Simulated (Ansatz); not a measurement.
# AlBrH₂N radical: how energies converge with the basis set

One table from this session's results is given with a row withheld; the runs are named, their logs left out.

Method: one geometry, several basis sets; program: Ansatz 0.2.0, Gaussian basis.

Plan: PBE0-D4/def2-SVP; ωB97M-V/def2-SVP; PBE0-D4/def2-QZVPP; ωB97M-V/def2-QZVPP; the functionals' def2-TZVPP values are taken from earlier runs.

## The relaxed structure

The geometry comes from an earlier relaxation with PBE0-D4 in a triple-zeta def2 set; it is a stationary point.

SMILES `[NH2][Al][Br]`, 5 atoms, charge 0, spin multiplicity 2.

Atoms are counted from 1 here; the program's logs count them from 0.

Bond lengths: N1–Al2 1.765 Å, N1–H4 1.009 Å, N1–H5 1.007 Å, Al2–Br3 2.281 Å. Angles: Al2–N1–H4 124.1°, Al2–N1–H5 124.9°, H4–N1–H5 110.9°, N1–Al2–Br3 116.6°.

The first run:

Input file in.yaml:

```yaml
crystal:
  periodic: [false, false, false]
  atoms:
    - {symbol: N, position_ang: [-0.512957, 0.422764, -0.418018]}
    - {symbol: Al, position_ang: [0.080005, -1.168624, 0.063459]}
    - {symbol: Br, position_ang: [1.885954, -1.207218, 1.455771]}
    - {symbol: H, position_ang: [-0.104257, 1.294409, -0.116495]}
    - {symbol: H, position_ang: [-1.298946, 0.585070, -1.026216]}
basis:
  gaussian: {orbitals: def2-SVP}
magnetization: {spin_polarized: true, initial_magnetization: 1}
hamiltonian: {xc: pbe0, dispersion: d4}
output: {orbitals: {seedname: orbitals}}
```

Started as:

```console
$ ansatz run in.yaml --threads 2 --pin off --events-out ev --progress --plain --max-ram 32768MiB --backend cpu
```

Steps of the session up to this table: PBE0-D4 in def2-SVP; ωB97M-V in def2-SVP; PBE0-D4 in def2-QZVPP; ωB97M-V in def2-QZVPP.

One table of the session follows, with a row left open; its other results are not shown here.

It belongs to the step «Density functionals: the series». 

```
functional       basis  HOMO (eV)  LUMO (eV)
   PBE0-D4    def2-SVP      -6.01      -2.62
   PBE0-D4  def2-TZVPP      -6.11      -2.69
   PBE0-D4  def2-QZVPP          ?          ?
   ωB97M-V    def2-SVP      -7.64      -1.24
   ωB97M-V  def2-TZVPP      -7.76      -1.27
   ωB97M-V  def2-QZVPP      -7.82      -1.35
```

Q: Estimate the row for PBE0-D4, def2-QZVPP from the others.

**Answer.** HOMO (eV): -6.14; LUMO (eV): -2.72. In the column «HOMO (eV)» it lies between ωB97M-V, def2-SVP (-7.64) and PBE0-D4, def2-TZVPP (-6.11).
